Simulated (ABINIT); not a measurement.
GaGe:

```
Ge Ga
1.0
     0.00000    2.89784    2.89784
     2.89784    0.00000    2.89784
     2.89784    2.89784    0.00000
Ge Ga
1 1
Direct
  0.00000 0.00000 0.00000
  0.25000 0.25000 0.25000
```

The cell comes from a database or a generator and needn't be the stable form of this composition.

Base run:

- Program: ABINIT 10.8.3 (patched build)
- Functional: r2SCAN
- Potentials or basis: JTH PAW PBE v2.0
- Cutoff: 707 eV
- k mesh: 8 × 8 × 8
- Occupations: fermi-dirac, width 0.05 eV
- Spin: no spin polarisation

Its results: band gap on the k mesh none (metal or under the smearing width); pressure -2.2 GPa.

**Question.** After a change of settings the same cell gave: band gap on the k mesh none (metal or under the smearing width); pressure -4.1 GPa. Which change was it?
A. functional from r2SCAN to BLYP
B. functional from r2SCAN to SCAN
C. functional from r2SCAN to LDA
D. functional from r2SCAN to revPBE

**Answer.** C.

Caveats: the PAW data sets were made with another functional, which shifts forces and pressure a little.

Runs at the PBE level aren't shown here.
